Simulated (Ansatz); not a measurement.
# CH4BNOSi: small, medium and large basis sets

One table from this session's results is given with a row withheld; the runs are named, their logs left out.

The runs use Ansatz 0.2.0, Gaussian basis; one geometry, several basis sets.

Plan: PBE0-D4/def2-SVP; ωB97M-V/def2-SVP; PBE0-D4/def2-QZVPP; ωB97M-V/def2-QZVPP; the functionals' def2-TZVPP values are taken from earlier runs.

### The geometry

An earlier PBE0-D4 in a triple-zeta def2 set relaxation fixed the geometry.

SMILES `OB1C=N[SiH2]1`, 9 atoms, charge 0, spin multiplicity 1.

Atoms are counted from 1 here; the program's logs count them from 0.

Bond lengths: O1–B2 1.339 Å, O1–H6 0.961 Å, B2–C3 1.582 Å, B2–Si5 2.026 Å, C3–N4 1.294 Å, C3–H7 1.098 Å, N4–Si5 1.807 Å, Si5–H8 1.490 Å, Si5–H9 1.490 Å. Angles: B2–O1–H6 114.1°, O1–B2–C3 130.0°, O1–B2–Si5 149.3°, C3–B2–Si5 80.7°, B2–C3–N4 107.2°, B2–C3–H7 132.8°, N4–C3–H7 120.0°, C3–N4–Si5 97.8°, B2–Si5–N4 74.3°, B2–Si5–H8 122.4°, B2–Si5–H9 122.5°, N4–Si5–H8 112.7°, N4–Si5–H9 112.8°, H8–Si5–H9 107.3°.

Set-up of the first run:

Input file in.yaml:

```yaml
crystal:
  periodic: [false, false, false]
  atoms:
    - {symbol: O, position_ang: [-0.310790, 1.821900, -1.087691]}
    - {symbol: B, position_ang: [-0.050806, 0.664159, -0.467558]}
    - {symbol: C, position_ang: [0.994928, -0.468653, -0.823189]}
    - {symbol: N, position_ang: [0.873297, -1.396192, 0.070446]}
    - {symbol: Si, position_ang: [-0.439300, -0.627130, 1.045165]}
    - {symbol: H, position_ang: [-1.001703, 2.344498, -0.671339]}
    - {symbol: H, position_ang: [1.731677, -0.576492, -1.630169]}
    - {symbol: H, position_ang: [-0.029047, -0.356720, 2.452059]}
    - {symbol: H, position_ang: [-1.679656, -1.451670, 1.095277]}
basis:
  gaussian: {orbitals: def2-SVP}
hamiltonian: {xc: pbe0, dispersion: d4}
output: {orbitals: {seedname: orbitals}}
```

Command:

```
$ ansatz run in.yaml --threads 2 --pin off --events-out ev --progress --plain --max-ram 4352MiB
```

Steps of the session up to this table: PBE0-D4 in def2-SVP; ωB97M-V in def2-SVP; PBE0-D4 in def2-QZVPP; ωB97M-V in def2-QZVPP.

One of the session's tables, all rows but one given; the rest of the session is left out.

It belongs to the step «Functionals by basis». 

```
functional       basis  HOMO (eV)  LUMO (eV)
   PBE0-D4    def2-SVP      -6.92      -1.80
   PBE0-D4  def2-TZVPP          ?          ?
   PBE0-D4  def2-QZVPP      -7.10      -1.99
   ωB97M-V    def2-SVP      -9.22       0.48
   ωB97M-V  def2-TZVPP      -9.40       0.25
   ωB97M-V  def2-QZVPP      -9.42       0.18
```

Estimate the missing values for PBE0-D4, def2-TZVPP.

As computed: HOMO (eV): -7.07; LUMO (eV): -1.95. In the column «HOMO (eV)» it lies between PBE0-D4, def2-QZVPP (-7.10) and PBE0-D4, def2-SVP (-6.92).
